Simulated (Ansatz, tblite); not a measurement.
# C12H18Si2: a ladder of methods and basis sets

The task here is to estimate one member of a computed series from the others.

The runs use Ansatz 0.2.0, Gaussian basis; as each input shows.

The runs, in order: GFN1-xTB, GFN2-xTB, PBE-D4/def2-TZVP, r2SCAN-D4/def2-TZVP, PBE-D4/def2-SVP, PBE0-D4/def2-SVP, HF/STO-3G, HF/6-31G, B3LYP-D4/6-31G, MP2/def2-SVP.

4 further runs of the same task are left out: 4 that didn't finish.

### The relaxed structure

The geometry is that of the singlet, from an earlier relaxation (PBE-D4/def2-SVP).

SMILES `C[Si]1(C)C=CC=C1C1=CC=C[Si]1(C)C`, 32 atoms, charge 0, spin multiplicity 1.

Bond lengths: C1–Si2 1.892 Å, C1–H15 1.110 Å, C1–H16 1.109 Å, C1–H17 1.110 Å, Si2–C3 1.892 Å, Si2–C4 1.884 Å, Si2–C7 1.911 Å, C3–H18 1.110 Å, C3–H19 1.110 Å, C3–H20 1.109 Å, C4–C5 1.368 Å, C4–H21 1.100 Å, C5–C6 1.468 Å, C5–H22 1.105 Å, C6–C7 1.382 Å, C6–H23 1.105 Å, C7–C8 1.437 Å, C8–C9 1.382 Å and more. Angles: Si2–C1–H15 111.2°, Si2–C1–H16 110.4°, Si2–C1–H17 110.8°, H15–C1–H16 108.3°, H15–C1–H17 108.1°, H16–C1–H17 108.0°, C1–Si2–C3 111.2°, C1–Si2–C4 113.4°, C1–Si2–C7 112.6°, C3–Si2–C4 113.5°, C3–Si2–C7 112.5°, C4–Si2–C7 92.3°, Si2–C3–H18 111.2°, Si2–C3–H19 110.8°, Si2–C3–H20 110.4°, H18–C3–H19 108.1°, H18–C3–H20 108.3°, H19–C3–H20 108.0° and more.

PBE0-D4/def2-TZVP was run before; its log isn't repeated, and its numbers join the tables.

The first run:

Tight binding, by tblite at 300 K electronic temperature and without a spin-polarisation term:

```python
tblite.interface.Calculator('GFN1-xTB', numbers, positions, charge=0, uhf=0).singlepoint()
```

Tight binding, by tblite at 300 K electronic temperature and without a spin-polarisation term:

```python
tblite.interface.Calculator('GFN2-xTB', numbers, positions, charge=0, uhf=0).singlepoint()
```

start.molden holds the orbitals of an earlier run on this state, given as this run's starting guess.

Input file in.yaml:

```yaml
crystal:
  periodic: [false, false, false]
  atoms:
    - {symbol: C, position_ang: [2.957322, 1.551830, -0.956654]}
    - {symbol: Si, position_ang: [2.404542, -0.141676, -0.318122]}
    - {symbol: C, position_ang: [2.681054, -1.487609, -1.619378]}
    - {symbol: C, position_ang: [3.113531, -0.573158, 1.373655]}
    - {symbol: C, position_ang: [2.056482, -0.665469, 2.237893]}
    - {symbol: C, position_ang: [0.713478, -0.426638, 1.696103]}
    - {symbol: C, position_ang: [0.614542, -0.126108, 0.350671]}
    - {symbol: C, position_ang: [-0.613956, 0.133359, -0.349055]}
    - {symbol: C, position_ang: [-0.712737, 0.435428, -1.694161]}
    - {symbol: C, position_ang: [-2.056319, 0.667622, -2.237380]}
    - {symbol: C, position_ang: [-3.114084, 0.568539, -1.374748]}
    - {symbol: Si, position_ang: [-2.404674, 0.141022, 0.317930]}
    - {symbol: C, position_ang: [-2.947045, -1.555500, 0.957200]}
    - {symbol: C, position_ang: [-2.691710, 1.486230, 1.617721]}
    - {symbol: H, position_ang: [4.036065, 1.549658, -1.216827]}
    - {symbol: H, position_ang: [2.787339, 2.329821, -0.185476]}
    - {symbol: H, position_ang: [2.384866, 1.837569, -1.863215]}
    - {symbol: H, position_ang: [3.751735, -1.559360, -1.902119]}
    - {symbol: H, position_ang: [2.096319, -1.273340, -2.537686]}
    - {symbol: H, position_ang: [2.357299, -2.473701, -1.229900]}
    - {symbol: H, position_ang: [4.149770, -0.737461, 1.705125]}
    - {symbol: H, position_ang: [2.170342, -0.908292, 3.309897]}
    - {symbol: H, position_ang: [-0.166188, -0.492590, 2.361807]}
    - {symbol: H, position_ang: [0.167334, 0.505851, -2.358807]}
    - {symbol: H, position_ang: [-2.169955, 0.912151, -3.308985]}
    - {symbol: H, position_ang: [-4.150568, 0.729583, -1.707011]}
    - {symbol: H, position_ang: [-2.777351, -2.331852, 0.184293]}
    - {symbol: H, position_ang: [-4.024280, -1.558981, 1.223632]}
    - {symbol: H, position_ang: [-2.368302, -1.839135, 1.860367]}
    - {symbol: H, position_ang: [-2.367717, 2.473074, 1.230402]}
    - {symbol: H, position_ang: [-3.764511, 1.555585, 1.892779]}
    - {symbol: H, position_ang: [-2.112644, 1.273550, 2.540039]}
basis:
  gaussian: {orbitals: def2-TZVP, initial_orbitals: start.molden}
hamiltonian: {xc: pbe, dispersion: d4}
scf: {omitted_lower_state_checks: [starts]}
output: {forces: true, orbitals: {seedname: orbitals}}
```

The run is started by

```sh
$ ansatz run in.yaml --threads 4 --pin off --events-out ev --progress --plain --max-ram 6963MiB
```

Steps of the session up to this table: PBE-D4/def2-TZVP; r2SCAN-D4/def2-TZVP; PBE-D4/def2-SVP; PBE0-D4/def2-SVP; HF/STO-3G; HF/6-31G; B3LYP-D4/6-31G; MP2/def2-SVP.

One table of the session follows, with a row left open; its other results are not shown here.

It belongs to the step «Binding energy». 

| level | binding an atom (eV) |
| --- | --- |
| HF/STO-3G | 4.124 |
| HF/6-31G | 3.146 |
| HF/def2-SVP | 3.394 |
| PBE-D4/def2-SVP | 4.631 |
| PBE-D4/def2-TZVP | 4.592 |
| r2SCAN-D4/def2-TZVP | ? |
| B3LYP-D4/6-31G | 4.360 |
| PBE0-D4/def2-SVP | 4.565 |
| PBE0-D4/def2-TZVP | 4.523 |
| MP2/def2-SVP | 4.351 |

Q: Estimate the row for r2SCAN-D4/def2-TZVP from the others.

The run gave: binding an atom (eV): 4.497. In the column «binding an atom (eV)» it lies between B3LYP-D4/6-31G (4.360) and PBE0-D4/def2-TZVP (4.523).

To keep in mind: Free atoms were run apart at each level; binding is atoms less cluster, divided by the number of atoms, without zero-point or spin-orbit terms.
